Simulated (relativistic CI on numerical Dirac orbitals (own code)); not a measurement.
# Mo³⁺: M2,3 absorption multiplets

Wanted: the shape of the M2,3 absorption spectrum of Mo³⁺ in 4 surroundings, from the same atomic integrals.

Method: Dirac-Coulomb-Breit CI, KLI orbitals optimised for each configuration, model QED (radiative potential, 1s self-energy scaled to tabulated hydrogen-like ionisation energies), valence Slater integrals scaled by 0.8, multiplet model of core-to-valence dipole absorption in a parametric crystal field. Code: relativistic CI on numerical Dirac orbitals (own code) version 1.

## (1) Starting point

```
ion                                            : Mo³⁺ (Mo IV)
nuclear charge                                 : 42
electrons                                      : 39
configurations                                 : [Kr] 4d3 → [Ne] 3s2 3p5 3d10 4s2 4p6 4d4
magnetising field for the dichroism, Lz and Sz : exchange field 10 meV on Sz; these come from the lowest magnetised state alone (0 K)
temperature of the isotropic spectrum          : 300 K
widths                                         : Lorentz 2 eV, Gauss 0.4 eV
surrounding 1                                  : D3d, 10Dq = 34000, Dsigma = 170, Dtau = 310 cm⁻¹
surrounding 2                                  : D3d, 10Dq = 34000, Dsigma = 510, Dtau = 310 cm⁻¹
surrounding 3                                  : D3d, 10Dq = 34000, Dsigma = 860, Dtau = 310 cm⁻¹
surrounding 4                                  : D3d, 10Dq = 34000, Dsigma = 1200, Dtau = 310 cm⁻¹
```

## (2) Surrounding 1: D3d, 10Dq = 34000, Dsigma = 170, Dtau = 310

Settings of the run:

```ini
atom Mo  Z=42  charge=3  electrons=39
nucleus A=98  rms_radius_fm=4.4091
hamiltonian dirac-coulomb  breit=on  qed=on  c_scale=1
orbitals kli  potential=per-configuration
slater_scale 0.8
correlation none
mixing on
configurations
  [Kr] 4d3
  [Ne] 3s2 3p5 3d10 4s2 4p6 4d4
end
absorption M2,3 T=300 lorentz=2 gauss=0.4
crystal_field D3d 10Dq=34000 Dsigma=170 Dtau=310
```

## (3) Surrounding 2: D3d, 10Dq = 34000, Dsigma = 510, Dtau = 310

Changes to the settings of step 2:

```diff
@@ -12,2 +12,2 @@
 absorption M2,3 T=300 lorentz=2 gauss=0.4
-crystal_field D3d 10Dq=34000 Dsigma=170 Dtau=310
+crystal_field D3d 10Dq=34000 Dsigma=510 Dtau=310
```

## (4) Surrounding 3: D3d, 10Dq = 34000, Dsigma = 860, Dtau = 310

Changes to the settings of step 3:

```diff
@@ -12,2 +12,2 @@
 absorption M2,3 T=300 lorentz=2 gauss=0.4
-crystal_field D3d 10Dq=34000 Dsigma=510 Dtau=310
+crystal_field D3d 10Dq=34000 Dsigma=860 Dtau=310
```

## (5) Surrounding 4: D3d, 10Dq = 34000, Dsigma = 1200, Dtau = 310

Changes to the settings of step 4:

```diff
@@ -12,2 +12,2 @@
 absorption M2,3 T=300 lorentz=2 gauss=0.4
-crystal_field D3d 10Dq=34000 Dsigma=860 Dtau=310
+crystal_field D3d 10Dq=34000 Dsigma=1200 Dtau=310
```

(Steps that only read results are left out.)

What does the calculation give? Wanted: highest peak, first run; ground spin; share of the lower edge; core spin-orbit splitting.

As calculated:

| surrounding | ground S | Lz (0 K) | Sz (0 K) | centroid (eV) | share of the lower edge | up to four highest peaks (% of the highest), eV |
| --- | --- | --- | --- | --- | --- | --- |
| 1: D3d | 1.50 | 0.09 | -1.50 | 405.61 | 0.728 | 398.8 (87), 401.2 (100), 416.8 (38), 419.0 (38) |
| 2: D3d | 1.50 | 0.09 | -1.50 | 405.61 | 0.728 | 398.8 (86), 401.2 (100), 416.8 (37), 419.0 (38) |
| 3: D3d | 1.50 | 0.09 | -1.50 | 405.60 | 0.728 | 398.8 (85), 401.2 (100), 417.0 (37), 419.0 (38) |
| 4: D3d | 1.50 | 0.10 | -1.50 | 405.60 | 0.721* | 399.0 (83), 401.2 (100), 417.0 (36), 419.0 (38) |

* From the broadened curve, split at its minimum between the edges.

| quantity | value |
| --- | --- |
| highest peak, first run | 401.2 eV |
| ground spin (effective S from ⟨S²⟩) | 1.50 |
| share of the lower edge | 0.721 to 0.728 |
| core spin-orbit splitting (without Breit) | 17.89 eV |

The lower edge takes 0.73 of the intensity in surrounding 1, above the statistical 0.67. The highest peak stays in place, within the step of the energy grid, in all surroundings. Edge positions are free-ion values and differ from those in solids by a few eV or more.
